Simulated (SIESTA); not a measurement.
The system is NiMoIrPdW.

```
CELL_PARAMETERS angstrom
4.11705 0.00000 0.00000
-2.05853 3.56547 0.00000
0.00000 0.00000 5.44580
ATOMIC_POSITIONS crystal
Ni 0.00000 0.00000 0.95775
Mo 0.66667 0.33333 0.96161
Pd 0.66667 0.33333 0.46295
Ir 0.33333 0.66667 0.72572
W 0.33333 0.66667 0.23642
```

The cell was built by a generator and needn't be a form met in nature.

Base run:

```yaml
Program: SIESTA 5.4.2
Functional: PBE
Potentials_or_basis: PseudoDojo 0.4 standard (PBE files)
Basis: DZP (energy shift 0.003 Ry; two zetas on semicore shells)
Grid_cutoff: 800 Ry
Energy_shift: 0.003 Ry
k_mesh: 8 × 8 × 5
Occupations: fermi-dirac, width 0.05 eV
Spin: collinear spin, ferromagnetic start
Starting_moments: "[1.0, 1.0, 0.0, 0.6, 0.0] μB"
```

Its results: band gap on the k mesh none (metal or under the smearing width); pressure 2.7 GPa; net moment 0.00 μB per cell; largest force 0.133 eV/Å.

Problem. After a change of settings the same cell gave: band gap on the k mesh none (metal or under the smearing width); pressure -10.5 GPa; net moment 0.00 μB per cell; largest force 0.070 eV/Å. Which change was it?
A. functional from PBE to BLYP
B. functional from PBE to RPBE
C. functional from PBE to LDA; potentials or basis from PseudoDojo 0.4 standard (PBE files) to PseudoDojo 0.4 standard (LDA files)

Solution. C.

Caveats: short orbitals over semicore shells can move pressures by several GPa; the valence orbitals were made in a potential fitted to the semicore shell under them, which widens gaps by tenths of an eV or more; spin-orbit coupling is left out, which moves the levels of the heavy elements; the basis of atomic orbitals isn't converged, which shifts pressures, moduli and gaps.
